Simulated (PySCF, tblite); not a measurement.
# C5H3FOS: dynamics, then NMR shifts on frames

Aim: move C5H3FOS (`O=c1ccscc1F`) away from its starting geometry and see how NMR shifts follow the geometry.

The runs use tblite 0.8.0 and PySCF 2.14.0, with density-fitted response routines of our own; the level of theory stands in each step. All values are computed, except where a source is named. Atoms are numbered from 0 throughout.

**1. Starting geometry**

11 atoms, charge 0, multiplicity 1; geometry from: GFN2-xTB.

Bonds of the start (Å): O0–C1 1.22, C1–C2 1.46, C2–C3 1.34, C3–S4 1.72, S4–C5 1.72, C5–C6 1.34, C6–F7 1.34, C6–C1 1.47, C2–H8 1.08, C3–H9 1.08, C5–H10 1.08.

**2. Thermal motion with GFN2-xTB**

Job settings and geometry (Å):

```
{"job": {"kind": "md", "xc": "GFN2-xTB", "basis": "xTB", "temperature": 600, "steps": 2000, "every": 50, "frames": 5}, "charge": 0, "multiplicity": 1}
O     -0.610224     2.352995    -0.081355
C     -0.288706     1.179413    -0.041759
C      1.104626     0.744950    -0.001422
C      1.540457    -0.520783     0.043484
S      0.543563    -1.926354     0.061788
C     -1.027455    -1.230396     0.010848
C     -1.275129     0.089104    -0.030466
F     -2.563837     0.470761    -0.065203
H      1.825379     1.551003    -0.008920
H      2.591998    -0.761810     0.072307
H     -1.835246    -1.946212     0.014735
```

Level: GFN2-xTB Langevin dynamics, gas phase.

Started as:

```console
OMP_NUM_THREADS=1 python probes_run.py task.json out
```

The driver reads the jobs from task.json and runs them one after another.

What it wrote:

```text
t/fs     T/K      E/eV
    0.0   526.4   -659.24134
   25.0   386.7   -658.79842
   50.0   601.4   -658.81832
   75.0   434.6   -658.71522
  100.0   468.2   -658.72063
  125.0   443.3   -658.73511
  150.0   577.0   -658.70954
  175.0   557.0   -658.77350
  200.0   482.9   -658.58573
  225.0   596.3   -658.67525
  250.0   613.7   -658.59477
  275.0   368.5   -658.34005
  300.0   673.0   -658.40010
  325.0   888.9   -658.37425
  350.0   959.0   -658.50253
  375.0  1046.9   -658.51635
  400.0   809.4   -657.98557
  425.0   957.5   -658.21862
  450.0   901.3   -658.35142
  475.0   711.4   -658.40535
  500.0   950.0   -658.40144
  525.0   840.5   -658.19690
  550.0   801.2   -658.13069
  575.0   552.4   -657.99029
  600.0   897.9   -658.38317
  625.0   847.2   -657.93347
  650.0   431.1   -657.83056
  675.0   940.7   -658.59487
  700.0   667.9   -658.49970
  725.0   602.4   -658.68296
  750.0   700.6   -658.78630
  775.0   532.1   -658.63490
  800.0   631.5   -658.72198
  825.0   450.8   -658.61132
  850.0   626.5   -658.70407
  875.0   565.8   -658.63421
  900.0   533.6   -658.73348
  925.0   472.3   -658.57327
  950.0   628.2   -658.43369
  975.0   701.4   -658.50103
 1000.0   651.9   -658.34719
```

It took 35 s on 1 thread, shared host.

Distance from the start (root mean square after alignment): 0 fs 0.00 Å, 200 fs 0.10 Å, 400 fs 0.13 Å, 600 fs 0.29 Å, 800 fs 0.11 Å, 1000 fs 0.24 Å.

Positions (Å) and forces (eV/Å) at 1000 fs:

```xyz
11

O    -2.294    0.767   -0.873   -0.547   -0.228   -0.140
C    -1.522   -0.103   -0.546    1.510   -0.241    0.296
C    -0.501   -0.663   -1.523   -2.524    3.465    0.193
C     0.652   -1.164   -1.146    1.539   -0.896   -0.355
S     0.964   -2.061    0.343   -0.871    1.086   -0.144
C    -0.239   -1.243    1.343    0.527   -0.852   -0.835
C    -1.164   -0.389    0.845    0.193   -0.627    1.167
F    -1.773    0.297    1.845   -0.517    0.151   -0.410
H    -0.700    0.090   -2.365    0.992   -1.770    0.332
H     1.507   -1.093   -1.827   -0.232   -0.518    0.301
H    -0.155   -1.510    2.398   -0.071    0.429   -0.406
```

**3. NMR shieldings: 250 fs, PBE0/pcSseg-1**

Job settings and geometry (Å):

```
{"job": {"kind": "nmr", "xc": "PBE0", "basis": "pcSseg-1", "pop": false}, "charge": 0, "multiplicity": 1}
O     -1.295300     1.674200    -0.300500
C     -0.864600     0.580900    -0.057400
C      0.540100     0.351500    -0.051900
C      1.260000    -0.782700     0.214000
S      0.561300    -2.372300     0.318700
C     -1.078300    -1.986300     0.110600
C     -1.623100    -0.715600     0.110600
F     -2.923300    -0.719000     0.145000
H      1.210200     1.266900     0.116300
H      2.360000    -0.781700     0.482700
H     -1.830800    -2.711500    -0.044900
```

Level: GIAO PBE0/pcSseg-1 NMR shielding, non-relativistic, gas phase.

What it wrote:

```text
coarse grid: 11088 points
cycle   1  E = -764.7008037571  dE =  1.646e+00  |g| = 9.197e-01  |ddm| = 3.510e+00
cycle   2  E = -762.0887944093  dE =  2.612e+00  |g| = 2.953e+00  |ddm| = 3.540e+00
cycle   3  E = -764.8154122350  dE = -2.727e+00  |g| = 4.845e-01  |ddm| = 3.332e+00
cycle   4  E = -764.8660967049  dE = -5.068e-02  |g| = 2.139e-01  |ddm| = 6.992e-01
cycle   5  E = -764.8735311270  dE = -7.434e-03  |g| = 1.011e-01  |ddm| = 2.273e-01
cycle   6  E = -764.8758165146  dE = -2.285e-03  |g| = 3.435e-02  |ddm| = 1.194e-01
cycle   7  E = -764.8761441525  dE = -3.276e-04  |g| = 1.036e-02  |ddm| = 4.240e-02
cycle   8  E = -764.8761619668  dE = -1.781e-05  |g| = 4.282e-03  |ddm| = 1.128e-02
cycle   9  E = -764.8761663552  dE = -4.388e-06  |g| = 1.498e-03  |ddm| = 6.039e-03
final grid: 106720 points
cycle  10  E = -764.9421484553  dE = -4.639e-06  |g| = 1.232e-02  |ddm| = 2.802e-02
cycle  11  E = -764.9420596089  dE =  8.885e-05  |g| = 2.458e-02  |ddm| = 3.329e-02
cycle  12  E = -764.9421781928  dE = -1.186e-04  |g| = 2.223e-03  |ddm| = 2.406e-02
cycle  13  E = -764.9421793263  dE = -1.134e-06  |g| = 3.869e-04  |ddm| = 2.862e-03
cycle  14  E = -764.9421793579  dE = -3.163e-08  |g| = 2.108e-04  |ddm| = 6.079e-04
cycle  15  E = -764.9421793700  dE = -1.207e-08  |g| = 3.799e-05  |ddm| = 2.319e-04
cycle  16  E = -764.9421793703  dE = -2.638e-10  |g| = 1.757e-05  |ddm| = 5.007e-05
converged SCF energy = -764.9421793703

GIAO shielding tensors (ppm)
atom      isotropic    diamagn.    paramagn.     s11        s22        s33       span
  0 O     -199.318     398.109    -597.428   -719.372   -262.399    383.816   1103.188
  1 C       21.266     245.227    -223.961    -73.765     31.969    105.594    179.358
  2 C       40.173     255.674    -215.502    -54.333     35.127    139.724    194.057
  3 C       36.252     261.436    -225.185    -85.474     48.600    145.629    231.103
  4 S      350.260    1055.319    -705.060    119.333    406.315    525.131    405.798
  5 C       59.027     263.626    -204.599    -48.107     76.904    148.284    196.391
  6 C       11.612     251.278    -239.665    -89.702     29.836     94.703    184.405
  7 F      274.387     472.164    -197.777    185.367    241.260    396.533    211.166
  8 H       23.562      29.525      -5.963     20.190     22.442     28.056      7.866
  9 H       23.223      28.644      -5.421     19.981     22.767     26.921      6.940
 10 H       24.359      29.040      -4.681     21.213     23.722     28.142      6.928
```

It took 42 s on 1 thread, shared host.

The references, computed at this level on geometries of the same kind, shield at (ppm): ¹H TMS 31.72, ¹³C TMS 186.9, ¹⁹F CFCl3 170.9, ¹⁷O H2O 336.1, ³³S CS2 504. Their shielding less the atom's gives the shift. The references are single molecules in the gas phase, so shifts against H2O, NH3, PH3, H3PO4 or CFCl3 are not on the usual liquid scales and can be off by tens of ppm. Each atom is listed at this fixed geometry, with no averaging over motion; a spectrum would average atoms that exchange fast.

```tsv
atoms	environment	σ (ppm)	δ (ppm)
C6	aromatic carbon bearing fluorine	11.6	175.3
C1	ring carbonyl carbon	21.3	165.7
C3	aromatic CH next to the ring sulfur	36.3	150.7
C2	aromatic CH	40.2	146.8
C5	aromatic CH next to the ring sulfur	59.0	127.9
H9	hydrogen on an aromatic CH next to the ring sulfur	23.22	8.49
H8	hydrogen on an aromatic CH	23.56	8.15
H10	hydrogen on an aromatic CH next to the ring sulfur	24.36	7.36
O0	carbonyl oxygen	-199.3	535.4
S4	aromatic ring sulfur	350	153
F7	aryl fluorine	274.4	-103.4
```

Ring of atoms C1, C2, C3, S4, C5, C6: NICS(0) -3.8, NICS(1) -5.4, NICS(1)zz -9.7 ppm (means of both faces).

**4. NMR shieldings: 425 fs, PBE0/pcSseg-1**

Job settings and geometry (Å):

```
{"job": {"kind": "nmr", "xc": "PBE0", "basis": "pcSseg-1", "pop": false}, "charge": 0, "multiplicity": 1}
O     -1.450200     0.850300    -0.146700
C     -0.824300    -0.151500     0.055900
C      0.586900    -0.066600     0.295800
C      1.473700    -1.068000     0.333100
S      0.967400    -2.593300     0.761100
C     -0.782400    -2.492800     1.007200
C     -1.372800    -1.427100     0.385800
F     -2.742200    -1.479800     0.168400
H      1.022000     0.930300     0.072900
H      2.558400    -1.020000     0.666300
H     -1.255300    -3.453500     0.967300
```

Level: GIAO PBE0/pcSseg-1 NMR shielding, non-relativistic, gas phase.

What it wrote:

```text
coarse grid: 11088 points
cycle   1  E = -764.6675241075  dE =  1.735e+00  |g| = 9.411e-01  |ddm| = 3.451e+00
cycle   2  E = -761.5514045304  dE =  3.116e+00  |g| = 3.021e+00  |ddm| = 3.760e+00
cycle   3  E = -764.7675612365  dE = -3.216e+00  |g| = 5.765e-01  |ddm| = 3.604e+00
cycle   4  E = -764.8451589570  dE = -7.760e-02  |g| = 2.101e-01  |ddm| = 7.105e-01
cycle   5  E = -764.8505282511  dE = -5.369e-03  |g| = 1.172e-01  |ddm| = 2.405e-01
cycle   6  E = -764.8539232064  dE = -3.395e-03  |g| = 3.817e-02  |ddm| = 1.497e-01
cycle   7  E = -764.8543020434  dE = -3.788e-04  |g| = 1.176e-02  |ddm| = 4.566e-02
cycle   8  E = -764.8543244229  dE = -2.238e-05  |g| = 3.797e-03  |ddm| = 1.181e-02
cycle   9  E = -764.8543277578  dE = -3.335e-06  |g| = 1.532e-03  |ddm| = 5.121e-03
final grid: 106720 points
cycle  10  E = -764.9213183257  dE = -4.335e-06  |g| = 1.412e-02  |ddm| = 2.721e-02
cycle  11  E = -764.9211868583  dE =  1.315e-04  |g| = 2.957e-02  |ddm| = 3.969e-02
cycle  12  E = -764.9213563449  dE = -1.695e-04  |g| = 2.431e-03  |ddm| = 2.946e-02
cycle  13  E = -764.9213578005  dE = -1.456e-06  |g| = 4.829e-04  |ddm| = 3.290e-03
cycle  14  E = -764.9213578509  dE = -5.043e-08  |g| = 2.498e-04  |ddm| = 7.386e-04
cycle  15  E = -764.9213578675  dE = -1.660e-08  |g| = 4.450e-05  |ddm| = 2.459e-04
cycle  16  E = -764.9213578679  dE = -3.540e-10  |g| = 2.036e-05  |ddm| = 5.554e-05
converged SCF energy = -764.9213578679

GIAO shielding tensors (ppm)
atom      isotropic    diamagn.    paramagn.     s11        s22        s33       span
  0 O     -229.167     399.812    -628.979   -823.109   -272.817    408.424   1231.533
  1 C       20.215     244.770    -224.555    -70.073     18.252    112.466    182.539
  2 C       40.704     256.954    -216.250    -45.057     25.896    141.274    186.331
  3 C       47.099     256.540    -209.442    -73.419     53.413    161.302    234.721
  4 S      316.039    1054.862    -738.823    138.763    292.857    516.498    377.736
  5 C       57.166     262.026    -204.860    -38.821     60.936    149.383    188.204
  6 C        8.629     253.744    -245.115    -89.386     32.765     82.508    171.895
  7 F      238.058     471.015    -232.957     97.550    255.812    360.811    263.261
  8 H       24.201      31.177      -6.976     21.653     22.861     28.090      6.436
  9 H       22.913      27.501      -4.588     18.996     21.964     27.778      8.782
 10 H       24.240      28.128      -3.888     21.557     23.657     27.505      5.948
```

Wall time 41 s (1 thread, shared host).

This run: δ C6 178.3, C1 166.7, C2 146.2, C3 139.8, H9 8.80, H8 7.52 ppm.

**5. Shielding tensors: 625 fs, PBE0/pcSseg-1**

Job settings and geometry (Å):

```
{"job": {"kind": "nmr", "xc": "PBE0", "basis": "pcSseg-1", "pop": false}, "charge": 0, "multiplicity": 1}
O     -0.618200     1.019500    -0.122500
C     -0.265600    -0.151700    -0.116800
C      1.037600    -0.770300    -0.358300
C      1.785100    -1.712100     0.225200
S      1.136000    -2.810900     1.389200
C     -0.546900    -2.427000     1.253700
C     -1.125300    -1.315300     0.645900
F     -2.418400    -1.087200     0.525600
H      1.645300    -0.346400    -1.078900
H      2.621800    -1.996400    -0.444400
H     -1.177100    -3.138200     1.865400
```

With the program's defaults for keys left out, this is: GIAO PBE0/pcSseg-1 NMR shielding, non-relativistic, gas phase.

What it wrote:

```text
coarse grid: 11088 points
cycle   1  E = -764.6770743372  dE =  1.470e+00  |g| = 9.011e-01  |ddm| = 3.496e+00
cycle   2  E = -763.7903042620  dE =  8.868e-01  |g| = 2.219e+00  |ddm| = 3.095e+00
cycle   3  E = -764.8329885898  dE = -1.043e+00  |g| = 2.147e-01  |ddm| = 2.563e+00
cycle   4  E = -764.8392611621  dE = -6.273e-03  |g| = 1.445e-01  |ddm| = 3.115e-01
cycle   5  E = -764.8434543750  dE = -4.193e-03  |g| = 2.542e-02  |ddm| = 1.253e-01
cycle   6  E = -764.8435647507  dE = -1.104e-04  |g| = 1.382e-02  |ddm| = 3.059e-02
cycle   7  E = -764.8436120560  dE = -4.731e-05  |g| = 4.259e-03  |ddm| = 1.630e-02
cycle   8  E = -764.8436154691  dE = -3.413e-06  |g| = 1.846e-03  |ddm| = 5.125e-03
final grid: 106720 points
cycle   9  E = -764.9118658662  dE =  1.899e-06  |g| = 1.485e-02  |ddm| = 2.643e-02
cycle  10  E = -764.9117134454  dE =  1.524e-04  |g| = 3.143e-02  |ddm| = 3.803e-02
cycle  11  E = -764.9119092492  dE = -1.958e-04  |g| = 2.761e-03  |ddm| = 2.749e-02
cycle  12  E = -764.9119108918  dE = -1.643e-06  |g| = 2.738e-04  |ddm| = 2.692e-03
cycle  13  E = -764.9119109070  dE = -1.518e-08  |g| = 1.091e-04  |ddm| = 3.999e-04
cycle  14  E = -764.9119109088  dE = -1.804e-09  |g| = 3.914e-05  |ddm| = 9.604e-05
cycle  15  E = -764.9119109090  dE = -2.865e-10  |g| = 1.136e-05  |ddm| = 4.070e-05
converged SCF energy = -764.9119109090

GIAO shielding tensors (ppm)
atom      isotropic    diamagn.    paramagn.     s11        s22        s33       span
  0 O     -267.251     400.740    -667.991   -830.192   -349.795    378.234   1208.427
  1 C        5.579     243.566    -237.988    -90.202      9.741     97.197    187.399
  2 C       49.070     260.807    -211.737    -46.098     40.316    152.993    199.091
  3 C       44.437     260.303    -215.866    -74.761     62.883    145.189    219.951
  4 S      373.168    1054.310    -681.142    163.359    399.931    556.213    392.854
  5 C       61.740     259.269    -197.529    -23.261     60.848    147.632    170.893
  6 C        0.005     256.257    -256.252    -91.873     -2.884     94.772    186.644
  7 F      265.131     472.165    -207.034    152.697    219.565    423.130    270.433
  8 H       26.060      34.472      -8.412     21.984     24.392     31.804      9.820
  9 H       23.401      27.836      -4.435     19.555     24.064     26.584      7.029
 10 H       23.949      25.589      -1.640     19.875     24.755     27.218      7.343
```

Run time: 44 s. Hardware: 1 thread, shared host.

Key values: δ C6 186.9, C1 181.3, C3 142.5, C2 137.9, H9 8.32, H10 7.77 ppm.

**6. Nuclear shieldings: 800 fs, PBE0/pcSseg-1**

Job settings and geometry (Å):

```
{"job": {"kind": "nmr", "xc": "PBE0", "basis": "pcSseg-1", "pop": false}, "charge": 0, "multiplicity": 1}
O     -1.253400     1.125100    -0.893100
C     -0.767300     0.092600    -0.491300
C      0.506600    -0.469200    -1.000600
C      1.187600    -1.485300    -0.473000
S      0.692300    -2.506700     0.789100
C     -0.730600    -1.819800     1.307200
C     -1.243600    -0.640800     0.723400
F     -2.216300    -0.131100     1.401300
H      0.850800    -0.144800    -2.003000
H      2.052400    -1.894900    -0.974100
H     -1.080400    -2.302500     2.233300
```

Level: GIAO PBE0/pcSseg-1 NMR shielding, non-relativistic, gas phase.

What it wrote:

```text
coarse grid: 11088 points
cycle   1  E = -764.7045757200  dE =  1.703e+00  |g| = 9.218e-01  |ddm| = 3.532e+00
cycle   2  E = -761.9195799865  dE =  2.785e+00  |g| = 2.919e+00  |ddm| = 3.499e+00
cycle   3  E = -764.7966975818  dE = -2.877e+00  |g| = 5.616e-01  |ddm| = 3.348e+00
cycle   4  E = -764.8716786327  dE = -7.498e-02  |g| = 1.946e-01  |ddm| = 7.025e-01
cycle   5  E = -764.8757721566  dE = -4.094e-03  |g| = 1.256e-01  |ddm| = 2.458e-01
cycle   6  E = -764.8798364054  dE = -4.064e-03  |g| = 3.365e-02  |ddm| = 1.556e-01
cycle   7  E = -764.8801376112  dE = -3.012e-04  |g| = 8.691e-03  |ddm| = 3.963e-02
cycle   8  E = -764.8801508637  dE = -1.325e-05  |g| = 3.324e-03  |ddm| = 1.061e-02
cycle   9  E = -764.8801533250  dE = -2.461e-06  |g| = 1.206e-03  |ddm| = 4.429e-03
final grid: 106720 points
cycle  10  E = -764.9468309036  dE = -4.872e-06  |g| = 1.303e-02  |ddm| = 2.908e-02
cycle  11  E = -764.9467232183  dE =  1.077e-04  |g| = 2.689e-02  |ddm| = 3.604e-02
cycle  12  E = -764.9468630611  dE = -1.398e-04  |g| = 2.238e-03  |ddm| = 2.650e-02
cycle  13  E = -764.9468642498  dE = -1.189e-06  |g| = 4.015e-04  |ddm| = 2.984e-03
cycle  14  E = -764.9468642846  dE = -3.474e-08  |g| = 2.249e-04  |ddm| = 6.624e-04
cycle  15  E = -764.9468642985  dE = -1.398e-08  |g| = 3.765e-05  |ddm| = 2.316e-04
cycle  16  E = -764.9468642988  dE = -2.767e-10  |g| = 1.597e-05  |ddm| = 4.939e-05
converged SCF energy = -764.9468642988

GIAO shielding tensors (ppm)
atom      isotropic    diamagn.    paramagn.     s11        s22        s33       span
  0 O     -200.606     399.163    -599.769   -729.048   -275.611    402.840   1131.887
  1 C       16.936     245.424    -228.488    -79.263     27.111    102.961    182.224
  2 C       40.776     254.303    -213.527    -51.574     31.692    142.211    193.785
  3 C       48.931     259.343    -210.413    -66.278     56.118    156.952    223.230
  4 S      370.498    1056.152    -685.654    155.155    398.154    558.184    403.029
  5 C       57.545     264.333    -206.788    -42.365     65.141    149.859    192.224
  6 C       13.013     247.291    -234.278    -81.107     24.125     96.020    177.127
  7 F      271.873     471.970    -200.097    178.527    218.206    418.887    240.360
  8 H       23.892      29.654      -5.762     21.483     22.894     27.300      5.816
  9 H       24.449      29.076      -4.627     20.878     24.028     28.440      7.562
 10 H       23.750      28.627      -4.877     20.166     23.475     27.609      7.443
```

It took 42 s on 1 thread, shared host.

In short: δ C6 173.9, C1 170.0, C2 146.1, C3 138.0, H10 7.97, H8 7.82 ppm.

**7. Nuclear shieldings: 1000 fs, PBE0/pcSseg-1**

Job settings and geometry (Å):

```
{"job": {"kind": "nmr", "xc": "PBE0", "basis": "pcSseg-1", "pop": false}, "charge": 0, "multiplicity": 1}
O     -2.293900     0.766700    -0.873300
C     -1.522000    -0.102600    -0.545900
C     -0.501500    -0.663500    -1.523200
C      0.651600    -1.164400    -1.146400
S      0.963600    -2.061000     0.343000
C     -0.239500    -1.242700     1.343400
C     -1.163600    -0.389000     0.845300
F     -1.773200     0.297000     1.844900
H     -0.699700     0.090100    -2.365400
H      1.507200    -1.092500    -1.826600
H     -0.154800    -1.510300     2.398000
```

Level: GIAO PBE0/pcSseg-1 NMR shielding, non-relativistic, gas phase.

What it wrote:

```text
coarse grid: 11088 points
cycle   1  E = -764.6942771094  dE =  1.517e+00  |g| = 9.055e-01  |ddm| = 3.452e+00
cycle   2  E = -763.7084475414  dE =  9.858e-01  |g| = 2.275e+00  |ddm| = 3.376e+00
cycle   3  E = -764.8416845460  dE = -1.133e+00  |g| = 2.727e-01  |ddm| = 2.873e+00
cycle   4  E = -764.8528847071  dE = -1.120e-02  |g| = 1.791e-01  |ddm| = 4.439e-01
cycle   5  E = -764.8600649996  dE = -7.180e-03  |g| = 4.205e-02  |ddm| = 1.735e-01
cycle   6  E = -764.8603849194  dE = -3.199e-04  |g| = 1.987e-02  |ddm| = 5.013e-02
cycle   7  E = -764.8604971852  dE = -1.123e-04  |g| = 4.981e-03  |ddm| = 2.387e-02
cycle   8  E = -764.8605020686  dE = -4.883e-06  |g| = 1.755e-03  |ddm| = 6.059e-03
final grid: 106720 points
cycle   9  E = -764.9288344447  dE =  1.698e-06  |g| = 1.477e-02  |ddm| = 2.598e-02
cycle  10  E = -764.9286947651  dE =  1.397e-04  |g| = 3.034e-02  |ddm| = 3.887e-02
cycle  11  E = -764.9288773395  dE = -1.826e-04  |g| = 2.904e-03  |ddm| = 2.803e-02
cycle  12  E = -764.9288792876  dE = -1.948e-06  |g| = 3.106e-04  |ddm| = 3.354e-03
cycle  13  E = -764.9288792987  dE = -1.116e-08  |g| = 2.205e-04  |ddm| = 5.212e-04
cycle  14  E = -764.9288793117  dE = -1.303e-08  |g| = 4.344e-05  |ddm| = 2.356e-04
cycle  15  E = -764.9288793122  dE = -4.090e-10  |g| = 1.639e-05  |ddm| = 5.130e-05
converged SCF energy = -764.9288793122

GIAO shielding tensors (ppm)
atom      isotropic    diamagn.    paramagn.     s11        s22        s33       span
  0 O     -251.320     398.074    -649.395   -805.811   -314.682    366.531   1172.342
  1 C        8.736     252.575    -243.839    -81.956      6.750    101.413    183.369
  2 C       28.489     259.068    -230.580    -58.526     24.114    119.878    178.403
  3 C       42.349     259.937    -217.588    -57.842     39.034    145.857    203.699
  4 S      373.823    1055.449    -681.626    149.330    448.986    523.152    373.822
  5 C       50.279     263.369    -213.091    -50.932     54.359    147.409    198.341
  6 C       27.864     248.057    -220.194    -58.901     47.399     95.092    153.993
  7 F      285.226     473.891    -188.665    184.770    303.703    367.205    182.435
  8 H       22.757      29.226      -6.470     20.842     21.881     25.547      4.706
  9 H       24.130      29.123      -4.993     20.593     24.307     27.489      6.896
 10 H       23.803      29.363      -5.560     20.325     23.112     27.971      7.645
```

Run time: 47 s. Hardware: 1 thread, shared host.

This run: δ C1 178.2, C6 159.1, C2 158.4, C3 144.6, H8 8.96, H10 7.91 ppm.

**8. Comparing the runs: NMR shifts**

Shifts (ppm) of some atoms, chosen among heavy atoms and hydrogens apart, with basis size and wall time:

```tsv
frame	C6	C2	H9	H8	O0	S4	F7	functions	time
250 fs	175.3	146.8	8.49	8.15	535.4	153	-103.4	158	42 s
425 fs	178.3	146.2	8.80	7.52	565.2	188	-67.1	158	41 s
625 fs	186.9	137.9	8.32	5.66	603.3	131	-94.2	158	44 s
800 fs	173.9	146.1	7.27	7.82	536.7	133	-100.9	158	42 s
1000 fs	159.1	158.4	7.59	8.96	587.4	130	-114.3	158	47 s
```

**9. Summary of results**

| quantity | value |
| --- | --- |
| thermostat | 600 K |
| mean temperature, second half | 668 K |
| mean potential energy above the minimum | 0.80 eV |
| ¹³C shifts against TMS (PBE0/pcSseg-1, 250 fs) | 175.3, 165.7, 150.7, 146.8, 127.9 ppm |
| ¹H shifts against TMS (PBE0/pcSseg-1, 250 fs) | 8.49, 8.15, 7.36 ppm |
| ¹⁷O shifts against H2O (PBE0/pcSseg-1, 250 fs) | 535.4 ppm |
| ³³S shifts against CS2 (PBE0/pcSseg-1, 250 fs) | 153 ppm |
| ¹⁹F shifts against CFCl3 (PBE0/pcSseg-1, 250 fs) | -103.4 ppm |
| range of the shift of O0 | 535.4 to 603.3 ppm |

In the second half the potential energy averages 0.80 eV above the minimum; equipartition over 27 harmonic modes at 600 K would give 0.70 eV. With 11 atoms the temperature swings widely (368 to 1047 K). Shifts at one fixed geometry are not the observed spectrum, which averages over the motion. In the first frame run (250 fs): The widest tensor belongs to O0: span 1103 ppm, with a paramagnetic part of -597 ppm. In ppm, O0 moves most: its shift spreads over 67.9 ppm, from 535.4 (250 fs) to 603.3 (625 fs).
